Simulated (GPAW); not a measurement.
Cd2S:

```
Cd S
1.0
     3.96267    0.00000    0.00000
    -1.98134    3.43177    0.00000
     0.00000    0.00000    5.80919
Cd S
2 1
Cartesian
  0.0000 2.2878 5.4183
  1.9813 1.1439 3.3620
  0.0000 2.2878 2.1245
```

The cell comes from a database or a generator and needn't be the stable form of this composition.

Base run:

* Program: GPAW 26.7.0
* Functional: PBE
* Potentials or basis: GPAW PAW data sets (gpaw-data 1.2.1)
* Cutoff: 600 eV
* Basis: pw
* k mesh: 6 × 6 × 4
* Occupations: fermi-dirac, width 0.05 eV
* Spin: no spin polarisation

Its results: pressure -0.5 GPa; largest force 0.060 eV/Å.

Problem. After a change of settings the same cell gave: pressure -5.2 GPa; largest force 0.148 eV/Å. Which change was it?
A. functional from PBE to r2SCAN
B. functional from PBE to PBEsol; potentials or basis from GPAW PAW data sets (gpaw-data 1.2.1) to PAW data sets generated in the run's folder for this functional
C. functional from PBE to LDA; potentials or basis from GPAW PAW data sets (gpaw-data 1.2.1) to the program's PAW data sets (release 1.2.1) made for this functional
D. k mesh from 6 × 6 × 4 to 8 × 8 × 5

Solution. C.
